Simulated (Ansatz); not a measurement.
# CsSnI3: the cost of one run

Program: Ansatz 0.2.0. Level of theory: DFT PBEsol, scalar-relativistic, plane waves, PAW, and further levels as typed in the inputs. These are calculated values, not measurements.

### 1 The system as given

The structure is cubic, space group Pm-3m (No. 221). Conventional cell: a = 6.210 Å, b = 6.210 Å, c = 6.210 Å, α = 90.00°, β = 90.00°, γ = 90.00°. Cs (site symmetry m-3m) is surrounded by 12 I at 4.39 Å. Sn (site symmetry m-3m) has 6 I at 3.10 Å as nearest neighbours. I (site symmetry 4/mmm) is surrounded by 2 Sn at 3.10 Å and 4 Cs at 4.39 Å.

Coordinates:

```
Cs Sn I
1.0
     6.21000    0.00000    0.00000
     0.00000    6.21000    0.00000
     0.00000    0.00000    6.21000
Cs Sn I
1 1 3
Cartesian
  3.1050 3.1050 3.1050
  0.0000 0.0000 0.0000
  3.1050 0.0000 0.0000
  0.0000 3.1050 0.0000
  0.0000 0.0000 3.1050
```

### 2 Relaxing cell and atoms: CsSnI3, no spin

Input file input.yaml:

```yaml
crystal:
  lattice:
    - [6.21, 0.0, 0.0]
    - [0.0, 6.21, 0.0]
    - [0.0, 0.0, 6.21]
  atoms:
    - { symbol: Cs, position: [0.5, 0.5, 0.5] }
    - { symbol: Sn, position: [0.0, 0.0, 0.0] }
    - { symbol: I, position: [0.5, 0.0, 0.0] }
    - { symbol: I, position: [0.0, 0.5, 0.0] }
    - { symbol: I, position: [0.0, 0.0, 0.5] }
scf:
  occupations: { method: fixed }
output:
  forces: true
  stress: true
  eigenvalues: true
  write_density: true
  write_potential: true
  elf: true
  volumetric_format: npy
hamiltonian:
  xc: pbesol
relax:
  f_tol: 0.005
  max_steps: 60
  cell: { stress_tol: 0.03 }
kpoints:
  mp_grid: { grid: [6, 6, 6] }
```

Launch:

```console
$ ansatz run input.yaml --threads 8 --pin off --max-ram 24576MiB --backend cpu --events-out ev --progress --plain --runs-dir out
```

**Question.** How long does this run take on 8 threads of AMD EPYC 9R45 (Zen 5), shared host, and how much memory does it need?

About 4 s, with a peak of 1 GiB.
